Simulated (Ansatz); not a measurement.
**Co3W: from the listed structure to its properties**

An exercise on one series of results from a longer session: the logs are not shown, and one member is left open.

Method: DFT PBEsol, scalar-relativistic, plane waves, PAW, in Ansatz 0.2.0.

**The structure to begin with**

It takes space group Pm-3m (No. 221, cubic). Conventional cell: a = 3.567 Å, b = 3.567 Å, c = 3.567 Å, α = 90.00°, β = 90.00°, γ = 90.00°. Co (site symmetry 4/mmm) has 8 Co at 2.52 Å and 4 W at 2.52 Å as nearest neighbours. W (site symmetry m-3m) is surrounded by 12 Co at 2.52 Å.

Structure file:

```
CELL_PARAMETERS angstrom
3.56687 0.00000 0.00000
0.00000 3.56687 0.00000
0.00000 0.00000 3.56687
ATOMIC_POSITIONS crystal
Co 0.50000 0.50000 0.00000
Co 0.50000 0.00000 0.50000
Co 0.00000 0.50000 0.50000
W 0.00000 0.00000 0.00000
```

The structure comes from the Materials Project (structure only).

The first run:

(A quick probe on a coarse mesh, which set the mesh and smearing, is not shown.)

input.yaml reads:

```yaml
crystal:
  lattice:
    - [3.5668730067, 0.0, 0.0]
    - [0.0, 3.5668730067, 0.0]
    - [0.0, 0.0, 3.5668730067]
  atoms:
    - { symbol: Co, position: [0.5, 0.5, 0.0], spin: -0.24 }
    - { symbol: Co, position: [0.5, 0.0, 0.5], spin: -0.24 }
    - { symbol: Co, position: [0.0, 0.5, 0.5], spin: -0.24 }
    - { symbol: W, position: [0.0, 0.0, 0.0] }
basis:
  ecutwfc: 420
kpoints:
  mp_grid: { grid: [12, 12, 12] }
hamiltonian:
  xc: pbesol
scf:
  occupations: { method: gaussian, width: 0.1 }
output:
  forces: true
  stress: true
  eigenvalues: true
  populations: true
magnetization:
  spin_polarized: true
relax:
  adjacent_minimum: "off"
  f_tol: 0.005
  max_steps: 80
  cell: { stress_tol: 0.05 }
```

The run is started by

```bash
$ ansatz run input.yaml --threads 1 --pin off --max-ram 2560MiB --backend cpu --events-out ev --progress --plain --runs-dir out
```

Steps of the session up to this table: Full relaxation; Static run: bands, density of states and charges; Point at V/V0 = 0.97; The cell scaled to 1.03 of its volume; The cell scaled to 0.94 of its volume; Point at V/V0 = 1.06.

One table of the session follows, with a row left open; its other results are not shown here.

| volume (Å³/atom) | energy above the lowest point (meV/atom) | pressure (GPa) | largest moment (μB) |
| --- | --- | --- | --- |
| 10.519 | 43.2 | 21.69 | 0.12 |
| 10.854 | 10.3 | 9.93 | 0.18 |
| 11.190 | 0.0 | -0.01 | 0.23 |
| 11.526 | ? | ? | ? |
| 11.861 | 34.1 | -15.53 | 0.31 |

Q: Estimate the row for volume (Å³/atom) = 11.526 from the others.

Worked estimate for «energy above the lowest point (meV/atom)». A straight line through the neighbours (11.190, 0.0) and (11.861, 34.1) gives 0.0 + (34.1 − 0.0) × (11.526 − 11.190) / (11.861 − 11.190) = 17.1; a parabola fitted to 3 rows on both sides gives 8.0.

**Answer.** energy above the lowest point (meV/atom): 8.9; pressure (GPa): -8.42; largest moment (μB): 0.27. In «energy above the lowest point (meV/atom)» the line misses by +8.2 and the parabola by -0.9.

Limits of these values: Warnings in the runs' records: seeded moment not kept, stability check not made.
